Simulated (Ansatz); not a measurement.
# C2H7BOSi: the cost of one run

The runs use Ansatz 0.2.0; RKS r2SCAN-D4/def2-SVP.

**1. The starting structure**

12 atoms, charge 0, spin multiplicity 1.

Atoms are counted from 1 here; the program's logs count them from 0.

Bond lengths: C1–C2 1.532 Å, C1–H6 1.109 Å, C1–H7 1.109 Å, C1–H8 1.109 Å, C2–B3 1.588 Å, C2–O5 1.473 Å, C2–H9 1.121 Å, B3–Si4 2.016 Å, B3–H10 1.212 Å, Si4–O5 1.724 Å, Si4–H11 1.511 Å, Si4–H12 1.510 Å. Angles: C2–C1–H6 111.5°, C2–C1–H7 111.0°, C2–C1–H8 109.5°, H6–C1–H7 108.5°, H6–C1–H8 107.5°, H7–C1–H8 108.8°, C1–C2–B3 116.0°, C1–C2–O5 110.7°, C1–C2–H9 108.3°, B3–C2–O5 102.0°, B3–C2–H9 110.5°, O5–C2–H9 109.0°, C2–B3–Si4 82.4°, C2–B3–H10 129.6°, Si4–B3–H10 147.9°, B3–Si4–O5 78.6°, B3–Si4–H11 121.1°, B3–Si4–H12 120.9° and more.

Geometry (Å):

```mol
C2H7BOSi
  3D, bonds by distance, orders not assigned

 12 12  0  0  0  0  0  0  0  0999 V2000
   -1.4792    0.7788   -0.2080 C   0  0
   -0.2788   -0.0883   -0.6014 C   0  0
    0.0977   -1.2558    0.4068 B   0  0
    1.8312   -0.2332    0.5263 Si  0  0
    0.9577    0.7113   -0.6208 O   0  0
   -1.3954    1.1385    0.8378 H   0  0
   -2.4278    0.2138   -0.3107 H   0  0
   -1.5223    1.6708   -0.8655 H   0  0
   -0.4631   -0.4993   -1.6282 H   0  0
   -0.5524   -2.2190    0.7519 H   0  0
    2.1969    0.5380    1.7730 H   0  0
    3.1120   -0.8109   -0.0272 H   0  0
  1  2  8  0
  1  6  8  0
  1  7  8  0
  1  8  8  0
  2  3  8  0
  2  5  8  0
  2  9  8  0
  3  4  8  0
  3 10  8  0
  4  5  8  0
  4 11  8  0
  4 12  8  0
M  END
```

**2. Relaxation**

input.yaml reads:

```yaml
crystal:
  periodic: [false, false, false]
  atoms:
    - { symbol: C, position_ang: [-1.479159, 0.778802, -0.207953] }
    - { symbol: C, position_ang: [-0.278751, -0.08826, -0.601412] }
    - { symbol: B, position_ang: [0.097713, -1.255833, 0.40677] }
    - { symbol: Si, position_ang: [1.831216, -0.233162, 0.526328] }
    - { symbol: O, position_ang: [0.957742, 0.711255, -0.62076] }
    - { symbol: H, position_ang: [-1.3954, 1.138529, 0.837815] }
    - { symbol: H, position_ang: [-2.427761, 0.213815, -0.310749] }
    - { symbol: H, position_ang: [-1.522293, 1.670816, -0.86549] }
    - { symbol: H, position_ang: [-0.463064, -0.499319, -1.628211] }
    - { symbol: H, position_ang: [-0.552421, -2.219039, 0.751912] }
    - { symbol: H, position_ang: [2.196927, 0.537991, 1.773039] }
    - { symbol: H, position_ang: [3.11205, -0.810897, -0.02719] }
basis:
  gaussian: { orbitals: def2-SVP }
hamiltonian:
  xc: r2scan
  dispersion: d4
output:
  forces: true
relax:
  f_tol: 0.003
  max_steps: 120
```

Launch:

```console
ansatz run input.yaml --threads 1 --pin off --max-ram 2560MiB --backend cpu --events-out ev --progress --plain --runs-dir out
```

What time and memory should one allow on 1 thread of Intel Xeon Platinum 8259CL at 2.50GHz (Skylake/Cascade Lake), shared host?

About 56 s, with a peak of 0.19 GiB.
